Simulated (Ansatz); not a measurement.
# GeS (germanium sulfide) at 6 levels

Aim: a comparison of 6 runs (UHF/STO-3G, HSE06/STO-3G, PBE0/STO-3G, r2SCAN/STO-3G, CCSDT(Q)/STO-3G, CCSDTQ/STO-3G) of GeS (germanium sulfide). 

The results are computed with Ansatz 0.2.0.

58 further runs of the same task are left out: 29 that didn't finish, 29 set aside as unsound or not needed.

### 1 Starting point

GeS has 2 atoms, charge 0, and is taken as a singlet. SMILES: `[S+]#[Ge-]`. The Ge2–S1 distance was set to 2.515 Å, away from the relaxed value.

Bond lengths: S1–Ge2 2.515 Å.

### 2 The energy at UHF/STO-3G (run 1)

The input, molecule.yaml:

```yaml
crystal:
  periodic: [false, false, false]
  atoms:
    - {symbol: S, position_ang: [0.000000, 0.000000, -0.503014]}
    - {symbol: Ge, position_ang: [0.000000, 0.000000, 2.012086]}
basis:
  gaussian:
    orbitals: STO-3G
magnetization:
  spin_polarized: true
hamiltonian:
  xc: hf
accuracy: high
```

On the command line:

```console
ansatz run molecule.yaml --threads 1 --pin off --max-ram 2610MiB --events-out events.jsonl --progress --plain --runs-dir runs
```

The log of the run:

```text
Warning: RAYON_NUM_THREADS=1 ignored (pool sized by the plan → 1); use --threads N
Functional definition: HF
  name "HF"
  exchange = exact_x
  correlation = 0
358 factors; integrals over basis functions are off by at most 1.1e-8 eV
mean field evaluation 1: about -66517.2316 eV, gradient 2.2e1 eV
mean field evaluation 2: about -66517.2543 eV, gradient 2.2e1 eV
mean field evaluation 4: about -66525.0376 eV, gradient 4.2e0 eV
mean field evaluation 8: about -66525.3026 eV, gradient 6.4e-2 eV
mean field evaluation 16: about -66525.4174 eV, gradient 1.1e0 eV
mean field evaluation 32: about -66526.8998 eV, gradient 2.9e-8 eV
mean field evaluation 64: about -66524.7759 eV, gradient 6.8e0 eV
mean field evaluation 96: about -66526.8170 eV, gradient 1.0e0 eV
mean field evaluation 128: about -66527.2820 eV, gradient 3.3e-2 eV
mean field evaluation 160: about -66524.5404 eV, gradient 3.3e0 eV
mean field evaluation 192: about -66525.2570 eV, gradient 1.2e0 eV
mean field -66527.28201738 eV, -2444.8325203272 hartree, gradient 1.3e-8 eV, S^2 1.049291; 13 other end points of the search recorded, 0 dependent functions left out
reference -66527.28201738 eV, -2444.8325203272 hartree; 24, 24 occupied and 3, 3 virtual orbitals, 358 factors
Total energy: -66527.28201738 eV, -2444.8325203272 hartree
```

Run time: 1.3 s. Hardware: 1 thread of Arm Neoverse V1, shared host.

### 3 A single-point energy at HSE06/STO-3G (run 2)

The input, molecule.yaml:

```yaml
basis:
  gaussian:
    orbitals: STO-3G
crystal:
  periodic: [false, false, false]
  atoms:
    - symbol: S
      position_ang: [0.000000, 0.000000, -0.503014]
    - symbol: Ge
      position_ang: [0.000000, 0.000000, 2.012086]
hamiltonian:
  xc: hse06
accuracy: high
```

On the command line:

```console
ansatz run molecule.yaml --threads 1 --pin off --max-ram 2610MiB --events-out events.jsonl --progress --plain --runs-dir runs
```

The log of the run:

```text
Warning: RAYON_NUM_THREADS=1 ignored (pool sized by the plan → 1); use --threads N
Functional definition: HSE06
  name "HSE06"
  parameter a = 0.25
  parameter omega = 0.11/bohr
  exchange = pbe_x - a*pbe_x_sr(omega) + a*exact_x_sr(omega)
  correlation = pbe_c
358 factors; integrals over basis functions are off by at most 1.1e-8 eV
51 factors; integrals over basis functions are off by at most 6.1e-10 eV
mean field evaluation 1: about -66561.0033 eV, gradient 3.3e1 eV
mean field evaluation 2: about -66465.8280 eV, gradient 8.0e1 eV
mean field evaluation 4: about -66556.5902 eV, gradient 3.6e1 eV
mean field evaluation 8: about -66568.0369 eV, gradient 1.0e-1 eV
mean field evaluation 16: about -66565.2724 eV, gradient 1.5e1 eV
mean field -66568.03696700 eV, -2446.3302371011 hartree, gradient 1.9e-8 eV, S^2 0.000000; 4 other end points of the search recorded, 0 dependent functions left out
reference -66568.03696854 eV, -2446.3302371578 hartree; 24, 24 occupied and 3, 3 virtual orbitals, 358 factors
Total energy: -66568.03696854 eV, -2446.3302371578 hartree
```

Run time: 1.7 s. Hardware: 1 thread of Arm Neoverse V1, shared host; peak memory 0.089 GiB.

Run 3 isn't shown in full; the table further down has it.

### 4 The energy at r2SCAN/STO-3G (run 4)

The input, in.yaml:

```yaml
crystal:
  periodic: [false, false, false]
  atoms:
    - {symbol: S, position_ang: [0.000000, 0.000000, -0.503014]}
    - {symbol: Ge, position_ang: [0.000000, 0.000000, 2.012086]}
basis:
  gaussian: {orbitals: STO-3G}
magnetization: {spin_polarized: false, initial_magnetization: 0}
hamiltonian: {xc: {name: r2SCAN}}
accuracy: high
```

On the command line:

```console
ansatz run in.yaml --threads 1 --pin off --max-ram 2610MiB --events-out events.jsonl --progress --plain --runs-dir runs
```

The log of the run:

```text
Warning: RAYON_NUM_THREADS=1 ignored (pool sized by the plan → 1); use --threads N
Functional definition: r2SCAN
  name "r2SCAN"
  parameter k0 = 0.174
  parameter k1 = 0.065
  parameter a1 = 4.9479
  exchange = r2scan_x(k0 = k0, k1 = k1, a1 = a1)
  correlation = r2scan_c
358 factors; integrals over basis functions are off by at most 1.1e-8 eV
mean field evaluation 1: about -66307.2752 eV, gradient 2.4e2 eV
mean field evaluation 2: about -66456.5915 eV, gradient 5.1e1 eV
mean field evaluation 4: about -66463.1109 eV, gradient 5.3e1 eV
mean field evaluation 8: about -66503.3265 eV, gradient 1.0e2 eV
mean field evaluation 16: about -66579.3376 eV, gradient 1.3e-1 eV
mean field evaluation 32: about -66579.3217 eV, gradient 7.4e-3 eV
mean field evaluation 64: about -66579.3220 eV, gradient 9.7e-9 eV
mean field evaluation 96: about -66579.3287 eV, gradient 2.0e-1 eV
mean field evaluation 128: about -66577.4201 eV, gradient 6.3e0 eV
mean field evaluation 160: about -66404.9769 eV, gradient 1.0e2 eV
mean field evaluation 192: about -66454.6487 eV, gradient 1.8e2 eV
mean field evaluation 224: about -66579.3215 eV, gradient 1.5e-2 eV
mean field evaluation 256: about -66573.1828 eV, gradient 1.8e0 eV
mean field evaluation 288: about -66567.7923 eV, gradient 5.7e1 eV
mean field evaluation 320: about -66579.2703 eV, gradient 1.3e0 eV
mean field -66579.32201461 eV, -2446.7449549517 hartree, gradient 4.3e-8 eV, S^2 0.000000; 15 other end points of the search recorded, 0 dependent functions left out
reference -66579.32201491 eV, -2446.7449549626 hartree; 24, 24 occupied and 3, 3 virtual orbitals, 358 factors
Total energy: -66579.32201491 eV, -2446.7449549626 hartree
```

It took 39 s on 1 thread of Arm Neoverse V1, shared host; peak memory 0.12 GiB.

Run 5 isn't shown in full; the table further down has it.

### 5 The energy at CCSDTQ/STO-3G (run 6)

The input, input.yaml:

```yaml
crystal:
  periodic: [false, false, false]
  atoms:
    - symbol: S
      position_ang: [0.000000, 0.000000, -0.503014]
    - symbol: Ge
      position_ang: [0.000000, 0.000000, 2.012086]
basis:
  gaussian:
    orbitals: STO-3G
accuracy: high
correlation:
  method: ccsdtq
  frozen_orbitals: {Ge: 9, S: 5}
scf:
  omitted_lower_state_checks: [cluster_reference, increment]
```

On the command line:

```console
ansatz run input.yaml --threads 1 --pin off --max-ram 2610MiB --events-out events.jsonl --progress --plain --runs-dir runs
```

The log of the run:

```text
Warning: RAYON_NUM_THREADS=1 ignored (pool sized by the plan → 1); use --threads N
[... 15 lines left out ...]
14 core orbitals not correlated: weight in the atoms' cores, before any rotation towards them, 1.000 or more for the frozen orbitals, at most 0.000 for the correlated occupied ones
[... 47 lines left out ...]
Total energy: -66529.60849593 eV, -2444.9180168373 hartree
Checks for a lower state left out: cluster_reference, increment
```

Wall time 21 s (1 thread of Arm Neoverse V1, shared host); peak memory 0.64 GiB.

### 6 All runs side by side

| run | level | frozen core orbitals | energy (Eh) | wall time |
| --- | --- | --- | --- | --- |
| 1 | UHF/STO-3G | – | -2444.832520 | 1.3 s |
| 2 | HSE06/STO-3G | – | -2446.330237 | 1.7 s |
| 3 | PBE0/STO-3G | – | -2446.338356 | 1.4 s |
| 4 | r2SCAN/STO-3G | – | -2446.744955 | 39 s |
| 5 | CCSDT(Q)/STO-3G | 14 | -2444.928347 | 1.2 s |
| 6 | CCSDTQ/STO-3G | 14 | -2444.918017 | 21 s |

### 7 Outcome

```
                                           quantity           value
                                run 6: total energy  -2444.91802 Eh
run 6: correlation energy (14 core orbitals frozen)      -158.5 mEh
                               run 6: T1 diagnostic           0.084
```

**Reading.** Below the UHF energy at the same shape and in the same basis (STO-3G): CCSDT(Q) -95.8 mEh; CCSDTQ -85.5 mEh. Some of these start from another determinant than that one, so these aren't their correlation energies. Totals of different functionals can't be ranked against each other. In runs 5, 6 the log says that unrestricted orbitals would lower the reference, so the values rest on an unstable closed-shell determinant (other closed-shell runs at this shape may share the fault). In runs 1, 2, 3, 4, 5, 6 the basis is minimal, so the values are rough. Spin contamination of the reference: run 1 ⟨S²⟩ = 1.05. Where it is this large, the reference is a mixture of spin states, and values that rest on it are in doubt. All runs together took 66 s, the longest 39 s.
